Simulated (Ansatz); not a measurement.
# SiGe: a single-point run

Wanted: a converged single-point run for SiGe, and a check of what comes out. The structure is shown as the input types it. The cell is built on a prototype (ordering on diamond) and needn't be the phase found in nature.

Program: Ansatz 0.2.0. Level of theory: density functional or hybrid calculation with the settings of its input, plane waves (as first typed). These are calculated values, not measurements.

3 further runs of the same task are left out: 2 for a known fault of the program, 1 that didn't finish.

## (1) The structure to begin with

The structure is trigonal, space group R-3m (No. 166). The conventional cell has a = 3.925 Å, b = 3.925 Å, c = 19.232 Å, α = 90.00°, β = 90.00°, γ = 120.00°. Around Si (site symmetry 3m) lie 3 Si at 2.39 Å and 1 Ge at 2.40 Å. Ge (site symmetry 3m) has 1 Si at 2.40 Å and 3 Ge at 2.42 Å as nearest neighbours.

Structure file:

```cif
data_structure
_symmetry_space_group_name_H-M 'P 1'
_symmetry_Int_Tables_number 1
_cell_length_a 6.7994
_cell_length_b 6.7994
_cell_length_c 6.7994
_cell_angle_alpha 33.555
_cell_angle_beta 33.555
_cell_angle_gamma 33.555
_cell_volume 85.55
loop_
_atom_site_label
_atom_site_type_symbol
_atom_site_fract_x
_atom_site_fract_y
_atom_site_fract_z
_atom_site_occupancy
Si1 Si 0.18612 0.18612 0.18612 1
Ge1 Ge 0.68898 0.68898 0.68898 1
Si2 Si 0.81388 0.81388 0.81388 1
Ge2 Ge 0.31102 0.31102 0.31102 1
```

## (2) The run

input.yaml

```yaml
crystal:
  lattice:
    - [1.962718494, 1.1331760508, 6.4105976087]
    - [-1.962718494, 1.1331760508, 6.4105976087]
    - [0.0, -2.2663521017, 6.4105976087]
  atoms:
    - { symbol: Si, position: [0.1861189419, 0.1861189419, 0.1861189419] }
    - { symbol: Ge, position: [0.6889769731, 0.6889769731, 0.6889769731] }
    - { symbol: Si, position: [0.8138810581, 0.8138810581, 0.8138810581] }
    - { symbol: Ge, position: [0.3110230269, 0.3110230269, 0.3110230269] }
kpoints:
  mp_grid: { grid: [6, 6, 6] }
hamiltonian:
  xc: pbesol
scf:
  occupations: { method: fixed }
  n_extra_bands: 5
  max_iter: 3
output:
  forces: true
  stress: true
  eigenvalues: true
```

Run with:

```console
ansatz run input.yaml --threads 4 --pin off --max-ram 3686MiB --backend cpu --events-out ev --progress --plain --runs-dir out
```

Q: Will this input give a usable result? If not, why, and what should change?

After 3 cycles the loop was ended unconverged. The density residual dr2 fell from 0.00877 to 2.4e-4 eV (threshold 1.0e-7) and was still falling. Nothing that it prints is a result.

Look at the input: scf.max_iter is 3. The limit on iterations ended the loop before it was done.

Remedy: delete scf.max_iter (the default then holds).
